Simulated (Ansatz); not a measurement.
# CHF2NSn: one species, many methods

The task here is to estimate one member of a computed series from the others.

Method: functionals in def2-TZVPP, the program's frozen cores in correlated methods; program: Ansatz 0.2.0, Gaussian basis.

The runs, in order: LDA (SPW92), PBE-D4, revPBE-D4, BLYP-D4, r2SCAN-D4, B97M-V, PBE0-D4, B3LYP-D4, r2SCANh-D4, r2SCAN0-D4, HSE06-D4, BHLYP-D4, CAM-B3LYP-D4, LC-ωPBE, ωB97X-V, ωB97M-V, B2PLYP, PBE-QIDH; CCSD(T)/def2-SVP; CCSD(T)/def2-TZVPP; MP2/def2-QZVPP; extrapolation to the limit; RPA on PBE.

### The geometry

An earlier PBE0-D4 in a triple-zeta def2 set relaxation fixed the geometry. Sn takes the def2 core potential; no spin-orbit term is included.

SMILES `N#[C][SnH]([F])[F]`, 6 atoms, charge 0, spin multiplicity 1.

Atoms are counted from 1 here; the program's logs count them from 0.

Bond lengths: N1–C2 1.151 Å, C2–Sn3 2.088 Å, Sn3–F4 1.894 Å, Sn3–F5 1.894 Å, Sn3–H6 1.682 Å. Angles: N1–C2–Sn3 177.1°, C2–Sn3–F4 105.6°, C2–Sn3–F5 105.6°, C2–Sn3–H6 117.9°, F4–Sn3–F5 104.5°, F4–Sn3–H6 111.1°, F5–Sn3–H6 111.1°.

Geometry (Å):

| atom | x (Å) | y (Å) | z (Å) |
| --- | --- | --- | --- |
| N1 | 1.7499 | -1.6929 | 1.0790 |
| C2 | 0.9935 | -0.9607 | 0.6128 |
| Sn3 | -0.3870 | 0.4136 | -0.1380 |
| F4 | -1.7723 | -0.6241 | -0.9068 |
| F5 | 0.4657 | 1.2371 | -1.6150 |
| H6 | -1.0077 | 1.5631 | 0.9219 |

Set-up of the first run:

File in.yaml:

```yaml
crystal:
  periodic: [false, false, false]
  atoms:
    - {symbol: N, position_ang: [1.749873, -1.692893, 1.078999]}
    - {symbol: C, position_ang: [0.993457, -0.960712, 0.612792]}
    - {symbol: Sn, position_ang: [-0.386999, 0.413568, -0.137969]}
    - {symbol: F, position_ang: [-1.772252, -0.624076, -0.906817]}
    - {symbol: F, position_ang: [0.465683, 1.237097, -1.614957]}
    - {symbol: H, position_ang: [-1.007662, 1.563114, 0.921852]}
basis:
  gaussian: {orbitals: def2-TZVPP}
hamiltonian: {xc: lda}
output: {orbitals: {seedname: orbitals}}
```

Steps of the session up to this table: LDA; PBE-D4 (GGA); revPBE-D4 (GGA); BLYP-D4 (GGA); r2SCAN-D4 (meta-GGA); B97M-V (meta-GGA); PBE0-D4 (hybrid); B3LYP-D4 (hybrid); r2SCANh-D4 (hybrid); r2SCAN0-D4 (hybrid); HSE06-D4 (hybrid); BHLYP-D4 (hybrid); CAM-B3LYP-D4 (range-separated); LC-ωPBE-D4 (range-separated; the results give it without D4); ωB97X-V (range-separated); ωB97M-V (range-separated); B2PLYP (double hybrid); PBE-QIDH (double hybrid).

One table of the session follows, with a row left open; its other results are not shown here.

It belongs to the step «Orbital energies across the functionals». 

| functional | HOMO (eV) | LUMO (eV) | gap (eV) |
| --- | --- | --- | --- |
| LDA (SPW92) | -9.11 | -3.21 | 5.90 |
| PBE-D4 | -8.95 | -2.88 | 6.08 |
| revPBE-D4 | -8.89 | -2.75 | 6.13 |
| BLYP-D4 | -8.88 | -2.88 | 6.00 |
| r2SCAN-D4 | -9.41 | -2.59 | 6.82 |
| B97M-V | -9.53 | -2.62 | 6.90 |
| PBE0-D4 | -10.66 | -1.87 | 8.79 |
| B3LYP-D4 | -10.38 | -2.25 | 8.13 |
| r2SCANh-D4 | -10.06 | -2.23 | 7.83 |
| r2SCAN0-D4 | -10.88 | -1.69 | 9.18 |
| HSE06-D4 | -10.24 | -2.25 | 8.00 |
| BHLYP-D4 | -11.88 | -0.97 | 10.91 |
| CAM-B3LYP-D4 | -12.09 | -0.89 | 11.21 |
| LC-ωPBE | -13.54 | 0.39 | 13.93 |
| ωB97X-V | -13.12 | 0.26 | 13.38 |
| ωB97M-V | ? | ? | ? |

**Question.** Estimate the row for ωB97M-V.

As computed: HOMO (eV): -12.98; LUMO (eV): 0.04; gap (eV): 13.02. In the column «HOMO (eV)» it lies between ωB97X-V (-13.12) and CAM-B3LYP-D4 (-12.09).
